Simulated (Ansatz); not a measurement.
# Cl2FH5N2Si2: a ladder of functionals and wavefunction methods

Aim: compute Cl2FH5N2Si2 with functionals from several rungs and with coupled cluster, and see how far each lands from CCSD(T) at the basis-set limit for the atomisation energy.

The runs use Ansatz 0.2.0, Gaussian basis; functionals in def2-TZVPP, the program's frozen cores in correlated methods.

Levels to be run: PBE-D4, r2SCAN-D4, PBE0-D4, B3LYP-D4, ωB97X-V, ωB97M-V, B2PLYP; CCSD(T)/def2-TZVPP; MP2/def2-QZVPP; extrapolation to the limit.

## (1) Structure used throughout

An earlier PBE0-D4 in a triple-zeta def2 set relaxation fixed the geometry.

SMILES `N[SiH](F)[Si](N)(Cl)Cl`, 12 atoms, charge 0, spin multiplicity 1.

Atoms are counted from 1 here; the program's logs count them from 0.

Bond lengths: N1–Si2 1.690 Å, N1–H8 1.006 Å, N1–H9 1.007 Å, Si2–F3 1.613 Å, Si2–Si4 2.336 Å, Si2–H10 1.481 Å, Si4–N5 1.693 Å, Si4–Cl6 2.051 Å, Si4–Cl7 2.079 Å, N5–H11 1.007 Å, N5–H12 1.008 Å. Angles: Si2–N1–H8 123.5°, Si2–N1–H9 121.9°, H8–N1–H9 112.9°, N1–Si2–F3 115.1°, N1–Si2–Si4 107.6°, N1–Si2–H10 108.7°, F3–Si2–Si4 104.4°, F3–Si2–H10 105.6°, Si4–Si2–H10 115.7°, Si2–Si4–N5 110.8°, Si2–Si4–Cl6 112.8°, Si2–Si4–Cl7 106.3°, N5–Si4–Cl6 107.4°, N5–Si4–Cl7 114.2°, Cl6–Si4–Cl7 105.4°, Si4–N5–H11 122.2°, Si4–N5–H12 119.6°, H11–N5–H12 112.5°.

## (2) PBE-D4 (GGA)

in.yaml

```yaml
crystal:
  periodic: [false, false, false]
  atoms:
    - {symbol: N, position_ang: [0.592886, 2.219037, -0.231430]}
    - {symbol: Si, position_ang: [0.337041, 0.899489, 0.793494]}
    - {symbol: F, position_ang: [-1.002991, 0.977713, 1.687935]}
    - {symbol: Si, position_ang: [0.029360, -0.987347, -0.548765]}
    - {symbol: N, position_ang: [-0.880013, -2.161093, 0.264774]}
    - {symbol: Cl, position_ang: [1.798050, -1.862448, -1.107860]}
    - {symbol: Cl, position_ang: [-0.833949, -0.311374, -2.315175]}
    - {symbol: H, position_ang: [1.017519, 3.080299, 0.067826]}
    - {symbol: H, position_ang: [0.125262, 2.301353, -1.119171]}
    - {symbol: H, position_ang: [1.456253, 0.825222, 1.760675]}
    - {symbol: H, position_ang: [-0.973716, -3.102473, -0.081561]}
    - {symbol: H, position_ang: [-1.665692, -1.878368, 0.829277]}
basis:
  gaussian: {orbitals: def2-TZVPP}
hamiltonian: {xc: pbe, dispersion: d4}
output: {forces: true, orbitals: {seedname: orbitals}}
```

Started as:

```sh
ansatz run in.yaml --threads 2 --pin off --events-out ev --progress --plain --max-ram 32768MiB --backend cuda --devices 0, --max-vram 18GiB
```

After this run come: r2SCAN-D4 (meta-GGA); PBE0-D4 (hybrid); B3LYP-D4 (hybrid); ωB97X-V (range-separated); ωB97M-V (range-separated); B2PLYP (double hybrid); CCSD(T) in def2-TZVPP; MP2 in def2-QZVPP.

Q: Predict the results of all the runs planned. Wanted: atomisation energy, CCSD(T)/CBS; farthest; mean size of error, hybrid; mean size of error, range-separated; gap, smallest and largest; T1 diagnostic; triples share of the correlation energy.

As calculated:

| quantity | value |
| --- | --- |
| atomisation energy, CCSD(T)/CBS | 4289.7 kJ/mol |
| functionals within 21.4 kJ/mol (0.5 %) | r2SCAN-D4, ωB97M-V |
| farthest | B2PLYP (-79.8 kJ/mol) |
| mean size of error, hybrid | 26.6 kJ/mol |
| mean size of error, range-separated | 18.6 kJ/mol |
| gap, smallest and largest | 5.39 eV (PBE-D4), 12.03 eV (ωB97X-V) |
| T1 diagnostic | 0.0109 |
| triples share of the correlation energy | 3.8 % |

What this shows: PBE-D4 is off by +54.9 kJ/mol. Double hybrids carry the basis error of their MP2 part in triple zeta, and no dispersion term here, so their miss is partly the set-up's. The reference freezes the cores and leaves out relativity and excitations past (T), so misses under about 21.4 kJ/mol can't be ranked. Hartree-Fock recovers 70 % of the binding; the rest is correlation. The gap grows from 5.4 to 12.0 eV across the functionals, mostly with the share of exact exchange.
